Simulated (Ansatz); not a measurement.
# SnMo: the cost of one run

Method: DFT PBE, scalar-relativistic, plane waves, PAW, in Ansatz 0.2.0.

### Step 1. The system as given

It takes space group F-43m (No. 216, cubic). Conventional cell: a = 5.654 Å, b = 5.654 Å, c = 5.654 Å, α = 90.00°, β = 90.00°, γ = 90.00°. Sn (site symmetry -43m) has 4 Mo at 2.45 Å as nearest neighbours. Mo (site symmetry -43m) has 4 Sn at 2.45 Å as nearest neighbours.

Structure file:

```
Sn Mo
1.0
     0.00000    2.82683    2.82683
     2.82683    0.00000    2.82683
     2.82683    2.82683    0.00000
Sn Mo
1 1
Direct
  0.00000 0.00000 0.00000
  0.75000 0.75000 0.75000
```

This is candidate A: zinc blende type (F-43m, No. 216).

(A quick probe on a coarse mesh, which set the mesh and smearing, is not shown.)

### Step 3. Rough relaxation on the coarse mesh (candidate A)

Contents of input.yaml:

```yaml
crystal:
  lattice:
    - [0.0, 2.8268332103, 2.8268332103]
    - [2.8268332103, 0.0, 2.8268332103]
    - [2.8268332103, 2.8268332103, 0.0]
  atoms:
    - { symbol: Sn, position: [0.0, 0.0, 0.0] }
    - { symbol: Mo, position: [0.75, 0.75, 0.75] }
basis:
  ecutwfc: 420
kpoints:
  mp_grid: { grid: [6, 6, 6] }
hamiltonian:
  xc: pbe
scf:
  occupations: { method: gaussian, width: 0.1 }
  lower_state_search: "off"
output:
  forces: true
  stress: true
  eigenvalues: true
relax:
  adjacent_minimum: "off"
  f_tol: 0.04
  max_steps: 70
  cell: { stress_tol: 0.4 }
```

The run is started by

```
ansatz run input.yaml --threads 1 --pin off --max-ram 2560MiB --backend cpu --events-out ev --progress --plain --runs-dir out
```

What time and memory should one allow on 1 thread of Arm Neoverse V1, shared host?

About 10 s, with a peak of 0.32 GiB.
